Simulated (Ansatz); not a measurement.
C3H8Si, SMILES C=CC[SiH3]: a rigid torsion scan, run with the Ansatz DFT code, driven from Python.

`torsion.py`:
```python
"""Energy of C3H8Si as one group turns about a bond."""

import ansatz
from ase import Atoms

atoms = Atoms(["C", "C", "C", "Si", "H", "H", "H", "H", "H", "H", "H", "H"], positions=[
    (-1.5522, 1.1454, 0.2177),
    (-0.2489, 1.1117, 0.6461),
    (0.8505, 0.0697, 0.3317),
    (0.5359, -1.3833, -0.7083),
    (-1.9356, 0.3812, -0.3936),
    (-2.1683, 1.9489, 0.555),
    (0.1136, 1.917, 1.2663),
    (1.187, -0.254, 1.3067),
    (1.6585, 0.6383, -0.1508),
    (-0.5064, -2.3061, -0.1409),
    (1.7893, -2.2018, -0.8878),
    (0.0945, -1.0122, -2.1027),
])

# start the scan from a relaxed geometry
first = ansatz.Crystal.molecule_from_ase(atoms).calculation()
first = first.basis(gaussian="6-31G*")
first = first.functional("b3lyp").relax(force_tolerance=0.02, max_steps=80)
atoms.positions = first.run().report["positions_ang"]

start = atoms.get_dihedral(2, 1, 0, 4)
energies = {}
for turn in range(0, 360, 30):
    turned = atoms.copy()
    turned.set_dihedral(2, 1, 0, 4, start + turn, indices=[0, 4, 5])
    base = ansatz.Crystal.molecule_from_ase(turned).calculation().basis(gaussian="6-31G*").functional("b3lyp")
    energies[round((start + turn) % 360)] = base.run().report["free_energy_ev"]
floor = min(energies.values())
print("dihedral C2-C1-C0-H4 (deg)   E - E(min) (eV)")
for angle, e in sorted(energies.items()):
    print(f"{angle:8d} {(e - floor):14.3f}  " + "#" * int(30 * (e - floor) / max(max(energies.values()) - floor, 1e-9)))
```

Where along the turn do the lowest and the highest point lie, and how far apart are they?

The lowest point is at 0° and the highest at 270°, 4.192 eV (404.5 kJ/mol) above it, with the rest of the molecule held.

The output:

Output of `python torsion.py`:
```text
dihedral C2-C1-C0-H4 (deg)   E - E(min) (eV)
       0          0.000
      30          0.476  ###
      60          1.900  #############
      90          4.191  #############################
     120          1.901  #############
     150          0.477  ###
     180          0.002
     210          0.477  ###
     240          1.901  #############
     270          4.192  ##############################
     300          1.900  #############
     330          0.475  ###
```

Notes:
- The settings weren't tested for convergence.
- The scan is rigid and the energies are electronic, in a modest basis. With rigid groups the curve can differ much from the relaxed path, the start wasn't checked as a minimum of this torsion, and equivalent turns needn't return to the same energy.
- b3lyp holds the VWN-RPA fit, as in Gaussian; the form of ORCA and Turbomole is b3lyp5.
- Run time: 59 s on 1 thread of Arm Neoverse V1, with other jobs on the host, peak memory 0.23 GiB.

(Lines on the test bed's own set-up are left out of the output.)
